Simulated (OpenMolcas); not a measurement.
# Si, step by step

Wanted: a series of 9 runs (ROHF/6-31G*, CASSCF(4,4)/6-31G*, CASPT2(4,4)/6-31G*, CASPT2[IPEA 0](4,4)/6-31G*, SC-NEVPT2(4,4)/6-31G*, PC-NEVPT2(4,4)/6-31G*, MC-PDFT[tPBE](4,4)/6-31G*, MC-PDFT[ftPBE](4,4)/6-31G*, and more) of Si. 

The results are computed with OpenMolcas 26.06.

88 further runs of the same task are left out: 88 set aside as unsound or not needed.

### 1 The energy at ROHF/6-31G(d) (spherical functions) (run 1)

The input, step1.inp:

```
&gateway
 baslib=$CurrDir
 coord
 1
 angstrom
 Si       0.000000       0.000000       0.000000
 basis=6-31Gs
 group=NoSym

&seward

&scf
 uhf
 spin=3
 prorbitals=0

&rasscf
 fileorb=$Project.UnaOrb
 spin=3
 nactel=2 0 0
 inactive=6
 ras2=2
 outorbitals=Canonical
 orblisting=NoCore
```

The basis set 6-31G* is read from a file made from the Basis Set Exchange's data (not shown).

On the command line:

```sh
$ export MOLCAS_MEM=1860
$ pymolcas step1.inp > step1.log
```

The log of the run:

```text
--- Start Module: gateway ---
[...]
--- Stop Module: gateway /rc=_RC_ALL_IS_WELL_ ---
[...]
      Basis functions           18
[...]
--- Start Module: scf ---
[...]
       Convergence after  20 Iterations
[...]
::    Total SCF energy                               -288.8310126158
[...]
      Total spin, S                                     1.0019866086
[...]
--- Stop Module: scf /rc=_RC_ALL_IS_WELL_ ---
--- Start Module: rasscf ---
[...]
      Number of active orbitals                  2
[...]
      Spin quantum number                      1.0
[...]
      Active orbitals                            2
[...]
      Number of CSFs                             1
[...]
      Number of root(s) required                 1
[...]
      Convergence after  7 iterations
[...]
      printout of CI-coefficients larger than  0.05 for root  1
      energy=    -288.828430
      conf/sym  11     Coeff  Weight
             1  uu   1.00000 1.00000
      Natural orbitals and occupation numbers for root  1
      sym 1:   1.000000   1.000000
      ************************************************************************************************************************
      *                                                    Final results                                                     *
[...]
::    RASSCF root number  1 Total energy:   -288.82842964
[...]
      Total electronic charge=   14.000000
      Total            charge=   -0.000000
[...]
      Dipole Moment (debye):
      Origin of the operator (angstrom)=    0.0000    0.0000    0.0000
                   X= -9.7516E-16               Y= -2.9288E-16               Z=  2.7603E-16           Total=  1.0549E-15
      Quadrupole Moment (debye*angstrom):
[...]
--- Stop Module: rasscf /rc=_RC_ALL_IS_WELL_ ---
[...]
```

It took 1.5 s on 1 thread of Intel Xeon 6975P-C (Granite Rapids), shared host; peak memory 0.37 GiB.

### 2 The Si atom: a single-point energy at CASSCF(4,4)/6-31G(d) (spherical functions) (run 2)

The input, step2.inp:

```
&GATEWAY
BasLib = $CurrDir
Coord
1
angstrom
Si       0.000000       0.000000       0.000000
Basis = 6-31Gs
Group = NoSym
&SEWARD
&RASSCF
FileOrb = $CurrDir/step1.RasOrb
Spin = 3
Nactel = 4 0 0
Inactive = 5
Ras2 = 4
OrbListing = NoCore
OrbAppear = Compact
```

The basis set 6-31G* is read from a file made from the Basis Set Exchange's data (not shown).

On the command line:

```sh
$ export MOLCAS_MEM=1860
$ pymolcas step2.inp > step2.log
```

The log of the run:

```text
--- Start Module: gateway ---
[...]
--- Stop Module: gateway /rc=_RC_ALL_IS_WELL_ ---
--- Start Module: seward ---
[...]
      Basis functions           18
--- Stop Module: seward /rc=_RC_ALL_IS_WELL_ ---
--- Start Module: rasscf ---
[...]
      Number of active orbitals                  4
[...]
      Spin quantum number                      1.0
[...]
      Active orbitals                            4
[...]
      Number of CSFs                            15
[...]
      Number of root(s) required                 1
[...]
      Convergence after  8 iterations
[...]
      printout of CI-coefficients larger than  0.05 for root  1
      energy=    -288.841782
      conf/sym  1111     Coeff  Weight
             1  2uu0  -0.98991 0.97993
            15  0uu2   0.14169 0.02007
      Natural orbitals and occupation numbers for root  1
      sym 1:   1.959851   1.000000   1.000000   0.040149
      ************************************************************************************************************************
      *                                                    Final results                                                     *
[...]
::    RASSCF root number  1 Total energy:   -288.84178243
[...]
      Total electronic charge=   14.000000
      Total            charge=   -0.000000
[...]
      Dipole Moment (debye):
      Origin of the operator (angstrom)=    0.0000    0.0000    0.0000
                   X= -1.0025E-15               Y= -2.9652E-16               Z=  2.8822E-16           Total=  1.0844E-15
      Quadrupole Moment (debye*angstrom):
[...]
--- Stop Module: rasscf /rc=_RC_ALL_IS_WELL_ ---
[...]
```

It took 1.2 s on 1 thread of Intel Xeon 6975P-C (Granite Rapids), shared host; peak memory 0.37 GiB.

Runs 3 to 8 aren't shown in full; the table further down has their settings and results.

### 3 The Si atom: the energy at MRCI(4,4)/6-31G(d) (spherical functions) (run 9)

The input, step9.input:

```
* Si MRCI

&GATEWAY
  BasLib = $CurrDir
  Coord
  1
  angstrom
  Si       0.000000       0.000000       0.000000
  Basis = 6-31Gs
  Group = NoSym

&SEWARD

&RASSCF
  FileOrb = $CurrDir/step2.RasOrb
  Spin = 3
  Nactel = 4 0 0
  Inactive = 5
  Ras2 = 4
  OrbListing = NoCore
  OrbAppear = Compact

&MOTRA
  LumOrb
  Frozen = 5

&GUGA
  Electrons = 4
  Spin = 3
  Inactive = 0
  Active = 4
  CIAll = 1

&MRCI
  SDCI
```

The basis set 6-31G* is read from a file made from the Basis Set Exchange's data (not shown).

Run the same way, it converges to -288.88767 Eh (log not shown).

### 4 All runs side by side

```csv
run,level,active rule,inactive,energy (Eh),dipole moment (D) of the reference,wall time
1,ROHF/6-31G* (spherical functions),–,–,-288.828430,0.00,1.5 s
2,"CASSCF(4,4)/6-31G* (spherical functions)",full valence,5,-288.841782,0.00,1.2 s
3,"CASPT2(4,4)/6-31G* (spherical functions)",full valence,5,-288.874539,0.00,1.2 s
4,"CASPT2[IPEA 0](4,4)/6-31G* (spherical functions)",full valence,5,-288.879864,0.00,1.1 s
5,"SC-NEVPT2(4,4)/6-31G* (spherical functions)",full valence,5,-288.876253,0.00,1.4 s
6,"PC-NEVPT2(4,4)/6-31G* (spherical functions)",full valence,5,-288.876340,0.00,1.1 s
7,"MC-PDFT[tPBE](4,4)/6-31G* (spherical functions)",full valence,5,-289.194873,0.00,1.2 s
8,"MC-PDFT[ftPBE](4,4)/6-31G* (spherical functions)",full valence,5,-289.260102,0.00,1.2 s
9,"MRCI(4,4)/6-31G* (spherical functions)",full valence,5,-288.887670,0.00,1.1 s
```

### 5 Outcome

| quantity | value |
| --- | --- |
| Si atom, run 9: total energy | -288.88767 Eh |
| Si atom, run 9: dipole moment (CASSCF density) | 0.00 D |

What this shows: Below the ROHF energy at the same shape and in the same basis (6-31G*): CASSCF(4,4) -13.4 mEh; CASPT2(4,4) -46.1 mEh; CASPT2[IPEA 0](4,4) -51.4 mEh; SC-NEVPT2(4,4) -47.8 mEh; PC-NEVPT2(4,4) -47.9 mEh; MRCI(4,4) -59.2 mEh. Active-space methods hold only the correlation inside their space unless a perturbation or CI step follows. All runs together took 11 s, the longest 1.5 s.
